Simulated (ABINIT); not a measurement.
Crystal: AgRh.

```xyz
2
Lattice="2.7776 0.0000 0.0000 -1.3888 2.4055 0.0000 0.0000 0.0000 4.8086" Properties=species:S:1:pos:R:3 pbc="T T T"
Ag    0.0000    0.0000    2.4043
Rh    1.3888    0.8018    0.0000
```

The cell comes from a database or a generator and needn't be the stable form of this composition.

```yaml
Program: ABINIT 10.8.3 (patched build)
Task: relaxation of cell and atoms
Functional: PBE
Dispersion: D3
Potentials_or_basis: JTH PAW PBE v2.0
Cutoff: 463 eV
k_mesh: 11 × 11 × 6
Occupations: fermi-dirac, width 0.05 eV
Spin: no spin polarisation
```

At the start: pressure -8.4 GPa; volume 16.06 Å³/atom.

Problem. How do energy, volume and symmetry change on relaxing?

Solution. Over 7 steps the energy falls by 24.6 meV/atom and the volume is 15.19 Å³/atom (-5.4 %); space group P-6m2 (No. 187, to 0.05 Å).

The path:
| step | energy change (eV) | largest force (eV/Å) | pressure (GPa) | volume (Å³) |
| --- | --- | --- | --- | --- |
| 1 | 0.0000 | 0.0000 | -8.45 | 32.13 |
| 2 | -0.0344 | 0.0000 | -4.81 | 31.30 |
| 3 | -0.0484 | 0.0000 | 0.66 | 30.29 |
| 4 | -0.0489 | 0.0000 | 0.01 | 30.40 |
| 5 | -0.0491 | 0.0000 | -0.16 | 30.42 |
| 6 | -0.0492 | 0.0000 | -0.13 | 30.40 |
| 7 | -0.0493 | 0.0000 | -0.03 | 30.39 |

Final structure:
```
Ag Rh
1.0
     2.73441    0.00000    0.00000
    -1.36721    2.36807    0.00000
     0.00000    0.00000    4.69273
Ag Rh
1 1
Direct
  0.00000 0.00000 0.50000
  0.66667 0.33333 0.00000
```

Caveat: pairwise dispersion overbinds metals, which lowers pressure and volume.
